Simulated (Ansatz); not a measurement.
# CuIrS2: the cost of one run

Program: Ansatz 0.2.0. Level of theory: DFT PBEsol+U (U_eff = 6 eV on Ir d), plane waves, PAW, no spin–orbit coupling unless a run says so. These are calculated values, not measurements.

1 further run of the same task is left out (it didn't finish).

### Step 1. The structure to begin with

It takes space group R-3m (No. 166, trigonal). The conventional cell has a = 3.632 Å, b = 3.632 Å, c = 19.777 Å, α = 90.00°, β = 90.00°, γ = 120.00°. Cu (site symmetry -3m) is surrounded by 6 S at 2.88 Å. Ir (site symmetry -3m) is surrounded by 6 S at 2.48 Å. Around S (site symmetry 3m) lie 3 Ir at 2.48 Å and 3 Cu at 2.88 Å.

As a file:

```
CELL_PARAMETERS angstrom
1.81585 1.04838 6.59223
-1.81585 1.04838 6.59223
0.00000 -2.09676 6.59223
ATOMIC_POSITIONS crystal
Cu 0.50000 0.50000 0.50000
Ir 0.00000 0.00000 0.00000
S 0.26670 0.26670 0.26670
S 0.73330 0.73330 0.73330
```

### Step 2. Ferromagnetic start, free, symmetry kept, no search

The input, input.yaml:

```yaml
crystal:
  lattice:
    - [1.81585092, 1.04838202, 6.59223176]
    - [-1.81585092, 1.04838202, 6.59223176]
    - [0.0, -2.09676403, 6.59223176]
  atoms:
    - { symbol: Cu, position: [0.5, 0.5, 0.5] }
    - { symbol: Ir, position: [0.0, 0.0, 0.0], spin: 4.0 }
    - { symbol: S, position: [0.2667, 0.2667, 0.2667] }
    - { symbol: S, position: [0.7333, 0.7333, 0.7333] }
basis:
  ecutwfc: 420
  ecutrho_ratio: 4
kpoints:
  mp_grid: { grid: [6, 6, 6] }
hamiltonian:
  xc: pbesol
  hubbard: { sites: [{ site: 1, l: d, u_eff: 6.0 }] }
scf:
  occupations: { method: gaussian, width: 0.05 }
  lower_state_search: "off"
  max_iter: 150
output:
  forces: true
  stress: true
  eigenvalues: true
  populations: true
  hubbard: { sites: [{ site: 1, l: d }] }
magnetization:
  spin_polarized: true
```

Launch:

```bash
$ ansatz run input.yaml --threads 2 --pin off --max-ram 3072MiB --backend cpu --events-out ev --progress --plain --runs-dir out
```

**Question.** How long does this run take on 2 threads of Arm Neoverse N1, shared host, and how much memory does it need?

About 21 s, with a peak of 0.49 GiB.
